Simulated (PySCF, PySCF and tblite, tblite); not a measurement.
**C3H2F6: conformers and averaged spectra**

Which conformers does C3H2F6 (`FCC(F)(F)C(F)(F)F`) populate, and what do their averaged NMR parameters look like?

Computed with tblite 0.8.0 (tight binding) and PySCF 2.14.0 (DFT, with response routines of our own); each step states its level. Atoms count from 0 throughout.

### 1 The molecule as given

11 atoms, charge 0, multiplicity 1; geometry from: MMFF94s geometry.

Bonds of the start (Å): C1–C2 1.49, C1–H10 1.09, C1–H9 1.09, C2–C5 1.53, C2–F3 1.38, C2–F4 1.36, C5–F6 1.36, C5–F7 1.35, C5–F8 1.35, F0–C1 1.37.

### 2 GFN2-xTB relaxation, conformer 1

The job: settings as JSON, then the geometry in Å.

```
{"job": {"xc": "GFN2-xTB", "basis": "xTB", "kind": "relax"}, "charge": 0, "multiplicity": 1}
F      1.196000    -1.160200     1.080200
C      1.259500    -0.085500     0.234700
C      0.040000     0.006300    -0.620700
F      0.163500     1.113100    -1.438400
F     -0.024800    -1.063000    -1.456800
C     -1.236900     0.115600     0.214100
F     -1.182400     1.195000     1.039900
F     -1.431500    -0.966600     0.999000
F     -2.331600     0.261100    -0.554300
H      2.152000    -0.222400    -0.371200
H      1.401600     0.809400     0.847500
```

Run with:

```sh
$ OMP_NUM_THREADS=1 python ens_run.py task.json out
```

This one command runs the whole study; its stages follow in the order run.

The program printed:

```text
step      E/eV     max force
  0    -974.77900    1.497
  1    -974.85088    0.393
  2    -974.86099    0.270
  3    -974.87000    0.139
  4    -974.87153    0.109
  5    -974.87262    0.109
  6    -974.87374    0.096
  7    -974.87473    0.069
  8    -974.87530    0.067
  9    -974.87572    0.062
 10    -974.87622    0.080
 11    -974.87679    0.089
 12    -974.87725    0.055
 13    -974.87755    0.049
 14    -974.87783    0.045
 15    -974.87812    0.057
 16    -974.87838    0.050
 17    -974.87855    0.031
 18    -974.87855    0.031
 19    -974.87862    0.026
 20    -974.87881    0.031
 21    -974.87886    0.031
 22    -974.87906    0.031
 23    -974.87920    0.032
 24    -974.87934    0.034
 25    -974.87945    0.037
 26    -974.87960    0.034
 27    -974.87978    0.036
 28    -974.87998    0.040
 29    -974.88019    0.050
 30    -974.88042    0.055
 31    -974.88073    0.057
 32    -974.88113    0.065
 33    -974.88160    0.071
 34    -974.88212    0.075
 35    -974.88277    0.080
 36    -974.88361    0.096
 37    -974.88454    0.094
 38    -974.88525    0.062
 39    -974.88567    0.068
 40    -974.88592    0.072
 41    -974.88628    0.071
 42    -974.88663    0.053
 43    -974.88701    0.032
 44    -974.88712    0.029
 45    -974.88729    0.026
 46    -974.88737    0.022
 47    -974.88743    0.019
 48    -974.88748    0.017
 49    -974.88753    0.018
 50    -974.88758    0.019
 51    -974.88762    0.021
 52    -974.88766    0.021
 53    -974.88772    0.018
 54    -974.88778    0.015
 55    -974.88782    0.013
 56    -974.88783    0.012
 57    -974.88784    0.008
 58    -974.88786    0.007
 59    -974.88786    0.006
 60    -974.88787    0.006
 61    -974.88787    0.006
 62    -974.88787    0.007
 63    -974.88788    0.009
 64    -974.88789    0.008
 65    -974.88790    0.007
 66    -974.88790    0.006
 67    -974.88791    0.007
 68    -974.88792    0.007
 69    -974.88793    0.007
 70    -974.88794    0.008
 71    -974.88795    0.009
 72    -974.88796    0.009
 73    -974.88798    0.009
 74    -974.88799    0.008
 75    -974.88800    0.008
 76    -974.88800    0.006
 77    -974.88801    0.004
 78    -974.88801    0.003
```

Wall time 0.29 s (1 thread of Intel Xeon Platinum 8488C, shared host).

The energy fell by 0.109 eV, and the atoms moved 0.18 Å (root mean square).

**GFN2-xTB relaxation, conformer 2**

The job: settings as JSON, then the geometry in Å.

```
{"job": {"xc": "GFN2-xTB", "basis": "xTB", "kind": "relax"}, "charge": 0, "multiplicity": 1}
F     -2.359200    -0.473800    -0.012400
C     -1.234800     0.280500    -0.105100
C     -0.005000    -0.609800     0.104100
F     -0.086200    -1.217700     1.303000
F     -0.005000    -1.592700    -0.832300
C      1.241600     0.237900     0.002300
F      1.342100     0.857700    -1.203600
F      2.378900    -0.487100     0.176100
F      1.265100     1.215600     0.943600
H     -1.300000     1.046000     0.681800
H     -1.232100     0.746200    -1.083600
```

The program printed:

```text
step      E/eV     max force
  0    -974.73807    2.123
  1    -974.81649    0.320
  2    -974.82282    0.223
  3    -974.82890    0.140
  4    -974.83025    0.125
  5    -974.83128    0.105
  6    -974.83236    0.102
  7    -974.83316    0.085
  8    -974.83345    0.043
  9    -974.83355    0.031
 10    -974.83355    0.031
 11    -974.83359    0.027
 12    -974.83372    0.023
 13    -974.83374    0.016
 14    -974.83377    0.009
 15    -974.83377    0.009
 16    -974.83378    0.008
 17    -974.83378    0.005
 18    -974.83379    0.005
 19    -974.83379    0.003
```

Wall time 0.1 s (1 thread of Intel Xeon Platinum 8488C, shared host).

Gain 0.096 eV; displacement 0.03 Å root mean square.

### 3 Shieldings, conformer 1: KT2/pcSseg-1 in benzene

The job: settings as JSON, then the geometry in Å.

```
{"job": {"xc": "KT2", "basis": "pcSseg-1", "solvent": "benzene", "kind": "nmr", "pop": true}, "charge": 0, "multiplicity": 1}
F      1.155934    -0.927588     1.269603
C      1.315567    -0.055927     0.241693
C      0.047362     0.002122    -0.618217
F      0.105399     1.102596    -1.404256
F     -0.037309    -1.054347    -1.452977
C     -1.261889     0.074776     0.219618
F     -1.144422     0.995005     1.180000
F     -1.541103    -1.087670     0.794127
F     -2.297969     0.415582    -0.540064
H      2.152717    -0.399604    -0.375076
H      1.511137     0.937728     0.659585
```

The program printed:

```text
coarse grid: 11016 points
cycle   1  E = -723.6308381233  dE =  1.513e+00  |g| = 1.462e+00  |ddm| = 2.826e+00
cycle   2  E = -722.6067120178  dE =  1.024e+00  |g| = 2.975e+00  |ddm| = 2.541e+00
cycle   3  E = -723.9479135987  dE = -1.341e+00  |g| = 1.357e-01  |ddm| = 1.847e+00
cycle   4  E = -723.9501931946  dE = -2.280e-03  |g| = 9.358e-02  |ddm| = 1.630e-01
cycle   5  E = -723.9516976270  dE = -1.504e-03  |g| = 2.928e-02  |ddm| = 6.679e-02
cycle   6  E = -723.9518315679  dE = -1.339e-04  |g| = 5.919e-03  |ddm| = 2.039e-02
cycle   7  E = -723.9518367700  dE = -5.202e-06  |g| = 1.868e-03  |ddm| = 4.641e-03
final grid: 113992 points
cycle   8  E = -724.2175464750  dE = -1.715e-04  |g| = 5.761e-02  |ddm| = 6.380e-02
cycle   9  E = -724.2163269541  dE =  1.220e-03  |g| = 1.058e-01  |ddm| = 8.560e-02
cycle  10  E = -724.2180265022  dE = -1.700e-03  |g| = 3.576e-03  |ddm| = 5.815e-02
cycle  11  E = -724.2180287619  dE = -2.260e-06  |g| = 9.167e-04  |ddm| = 2.650e-03
cycle  12  E = -724.2180288790  dE = -1.170e-07  |g| = 2.705e-04  |ddm| = 6.120e-04
cycle  13  E = -724.2180288898  dE = -1.087e-08  |g| = 6.809e-05  |ddm| = 2.193e-04
cycle  14  E = -724.2180288905  dE = -6.994e-10  |g| = 2.466e-05  |ddm| = 5.452e-05
converged SCF energy = -724.2180288905

GIAO shielding tensors (ppm)
atom      isotropic    diamagn.    paramagn.     s11        s22        s33       span
  0 F      429.758     473.167     -43.409    399.283    415.758    474.231     74.948
  1 C       99.434     243.723    -144.289     74.540     80.921    142.841     68.301
  2 C       64.406     244.546    -180.140     49.135     68.571     75.512     26.377
  3 F      298.485     473.269    -174.784    202.658    325.685    367.113    164.455
  4 F      295.776     473.765    -177.989    213.081    330.258    343.988    130.907
  5 C       57.248     243.763    -186.515     46.007     60.336     65.401     19.394
  6 F      252.128     474.980    -222.852    177.783    243.400    335.200    157.417
  7 F      247.219     473.607    -226.388    174.665    248.150    318.842    144.177
  8 F      257.706     471.626    -213.919    184.428    250.369    338.322    153.894
  9 H       26.289      26.862      -0.574     22.660     26.444     29.761      7.101
 10 H       26.308      28.093      -1.785     23.341     26.515     29.068      5.727
```

Run time: 14 s. Hardware: 1 thread of Intel Xeon Platinum 8488C, shared host; peak memory 0.84 GiB.

In short: HOMO -8.40 eV, LUMO -0.18 eV; dipole 2.14 D.

### 4 Single-point energy, conformer 1: PBE0/def2-SVP in benzene

The job, as its differences from that of step 3:

```diff
@@ -1,2 +1,2 @@
-{"job": {"xc": "KT2", "basis": "pcSseg-1", "solvent": "benzene", "kind": "nmr", "pop": true}, "charge": 0, "multiplicity": 1}
+{"job": {"xc": "PBE0", "basis": "def2-SVP", "solvent": "benzene", "kind": "sp"}, "charge": 0, "multiplicity": 1}
 F      1.155934    -0.927588     1.269603
```

The program printed:

```text
coarse grid: 11016 points
cycle   1  E = -712.9960779064  dE =  1.451e+00  |g| = 1.205e+00  |ddm| = 3.491e+00
cycle   2  E = -712.6637562818  dE =  3.323e-01  |g| = 1.892e+00  |ddm| = 2.288e+00
cycle   3  E = -713.2451150164  dE = -5.814e-01  |g| = 5.292e-02  |ddm| = 1.440e+00
cycle   4  E = -713.2454054449  dE = -2.904e-04  |g| = 3.550e-02  |ddm| = 6.619e-02
cycle   5  E = -713.2456121349  dE = -2.067e-04  |g| = 8.708e-03  |ddm| = 3.181e-02
cycle   6  E = -713.2456234159  dE = -1.128e-05  |g| = 1.655e-03  |ddm| = 6.734e-03
cycle   7  E = -713.2456238877  dE = -4.718e-07  |g| = 3.349e-04  |ddm| = 1.646e-03
final grid: 113992 points
cycle   8  E = -713.3390107203  dE = -3.561e-05  |g| = 8.138e-03  |ddm| = 2.226e-02
cycle   9  E = -713.3389993713  dE =  1.135e-05  |g| = 1.172e-02  |ddm| = 1.433e-02
cycle  10  E = -713.3390230378  dE = -2.367e-05  |g| = 5.405e-04  |ddm| = 8.366e-03
cycle  11  E = -713.3390230957  dE = -5.789e-08  |g| = 1.696e-04  |ddm| = 6.861e-04
cycle  12  E = -713.3390231013  dE = -5.561e-09  |g| = 3.476e-05  |ddm| = 1.605e-04
cycle  13  E = -713.3390231014  dE = -1.849e-10  |g| = 1.503e-05  |ddm| = 3.714e-05
converged SCF energy = -713.3390231014
```

Run time: 5.4 s. Hardware: 1 thread of Intel Xeon Platinum 8488C, shared host; peak memory 0.7 GiB.

This run: HOMO -9.91 eV, LUMO 1.43 eV; dipole 2.20 D.

### 5 Shieldings, conformer 2: KT2/pcSseg-1 in benzene

The job: settings as JSON, then the geometry in Å.

```
{"job": {"xc": "KT2", "basis": "pcSseg-1", "solvent": "benzene", "kind": "nmr", "pop": false}, "charge": 0, "multiplicity": 1}
F     -2.394591    -0.460559    -0.017426
C     -1.263292     0.284202    -0.099668
C     -0.030783    -0.605948     0.100420
F     -0.050591    -1.215392     1.303878
F      0.031118    -1.581717    -0.829091
C      1.269372     0.240442     0.005152
F      1.344913     0.842085    -1.185219
F      2.362837    -0.485717     0.169621
F      1.264901     1.202230     0.932296
H     -1.299145     1.043221     0.689402
H     -1.229314     0.739824    -1.095327
```

The program printed:

```text
coarse grid: 11016 points
cycle   1  E = -723.6258569300  dE =  1.518e+00  |g| = 1.468e+00  |ddm| = 2.811e+00
cycle   2  E = -722.5394450882  dE =  1.086e+00  |g| = 3.042e+00  |ddm| = 2.633e+00
cycle   3  E = -723.9458219107  dE = -1.406e+00  |g| = 1.460e-01  |ddm| = 1.948e+00
cycle   4  E = -723.9483216228  dE = -2.500e-03  |g| = 1.038e-01  |ddm| = 1.713e-01
cycle   5  E = -723.9500812498  dE = -1.760e-03  |g| = 3.153e-02  |ddm| = 6.944e-02
cycle   6  E = -723.9502426913  dE = -1.614e-04  |g| = 5.202e-03  |ddm| = 2.065e-02
cycle   7  E = -723.9502467158  dE = -4.025e-06  |g| = 1.697e-03  |ddm| = 4.248e-03
final grid: 113992 points
cycle   8  E = -724.2161426785  dE = -1.591e-04  |g| = 5.825e-02  |ddm| = 6.644e-02
cycle   9  E = -724.2148550921  dE =  1.288e-03  |g| = 1.081e-01  |ddm| = 8.680e-02
cycle  10  E = -724.2166322839  dE = -1.777e-03  |g| = 3.931e-03  |ddm| = 5.961e-02
cycle  11  E = -724.2166350027  dE = -2.719e-06  |g| = 9.799e-04  |ddm| = 3.098e-03
cycle  12  E = -724.2166351379  dE = -1.352e-07  |g| = 2.532e-04  |ddm| = 6.019e-04
cycle  13  E = -724.2166351475  dE = -9.602e-09  |g| = 6.525e-05  |ddm| = 2.058e-04
cycle  14  E = -724.2166351482  dE = -7.358e-10  |g| = 2.239e-05  |ddm| = 5.629e-05
converged SCF energy = -724.2166351482

GIAO shielding tensors (ppm)
atom      isotropic    diamagn.    paramagn.     s11        s22        s33       span
  0 F      442.569     468.486     -25.917    412.658    438.516    476.535     63.877
  1 C      101.028     245.061    -144.033     76.884     82.992    143.207     66.323
  2 C       64.489     242.787    -178.298     44.858     68.175     80.434     35.575
  3 F      305.983     473.110    -167.127    197.871    326.707    393.372    195.501
  4 F      306.072     473.090    -167.018    198.123    326.633    393.460    195.337
  5 C       57.322     245.026    -187.704     47.271     59.797     64.899     17.628
  6 F      252.730     474.722    -221.992    175.514    247.919    334.756    159.243
  7 F      262.681     471.292    -208.610    192.818    258.239    336.986    144.169
  8 F      252.717     474.729    -222.012    175.491    247.941    334.719    159.227
  9 H       26.247      28.179      -1.932     21.702     27.332     29.707      8.005
 10 H       26.245      28.176      -1.930     21.695     27.327     29.714      8.019
```

Wall time 12 s (1 thread of Intel Xeon Platinum 8488C, shared host); peak memory 0.86 GiB.

In short: HOMO -8.39 eV, LUMO -0.11 eV; dipole 1.91 D.

### 6 Single-point energy, conformer 2: PBE0/def2-SVP in benzene

The job, as its differences from that of step 5:

```diff
@@ -1,2 +1,2 @@
-{"job": {"xc": "KT2", "basis": "pcSseg-1", "solvent": "benzene", "kind": "nmr", "pop": false}, "charge": 0, "multiplicity": 1}
+{"job": {"xc": "PBE0", "basis": "def2-SVP", "solvent": "benzene", "kind": "sp"}, "charge": 0, "multiplicity": 1}
 F     -2.394591    -0.460559    -0.017426
```

The program printed:

```text
coarse grid: 11016 points
cycle   1  E = -712.9915832764  dE =  1.456e+00  |g| = 1.211e+00  |ddm| = 3.467e+00
cycle   2  E = -712.6398093695  dE =  3.518e-01  |g| = 1.928e+00  |ddm| = 2.248e+00
cycle   3  E = -713.2437791304  dE = -6.040e-01  |g| = 5.297e-02  |ddm| = 1.428e+00
cycle   4  E = -713.2440777918  dE = -2.987e-04  |g| = 3.542e-02  |ddm| = 6.254e-02
cycle   5  E = -713.2442865312  dE = -2.087e-04  |g| = 9.665e-03  |ddm| = 3.073e-02
cycle   6  E = -713.2443009470  dE = -1.442e-05  |g| = 1.411e-03  |ddm| = 6.813e-03
cycle   7  E = -713.2443012778  dE = -3.308e-07  |g| = 3.796e-04  |ddm| = 1.466e-03
final grid: 113992 points
cycle   8  E = -713.3377530929  dE = -3.531e-05  |g| = 7.871e-03  |ddm| = 2.186e-02
cycle   9  E = -713.3377419864  dE =  1.111e-05  |g| = 1.147e-02  |ddm| = 1.394e-02
cycle  10  E = -713.3377646629  dE = -2.268e-05  |g| = 5.299e-04  |ddm| = 8.072e-03
cycle  11  E = -713.3377647184  dE = -5.554e-08  |g| = 1.672e-04  |ddm| = 6.495e-04
cycle  12  E = -713.3377647235  dE = -5.105e-09  |g| = 3.867e-05  |ddm| = 1.471e-04
cycle  13  E = -713.3377647238  dE = -2.246e-10  |g| = 1.473e-05  |ddm| = 3.826e-05
converged SCF energy = -713.3377647238
```

Wall time 5.3 s (1 thread of Intel Xeon Platinum 8488C, shared host); peak memory 0.71 GiB.

In short: HOMO -9.89 eV, LUMO 1.51 eV; dipole 1.95 D.

(Part 1 of 2 ends here.)
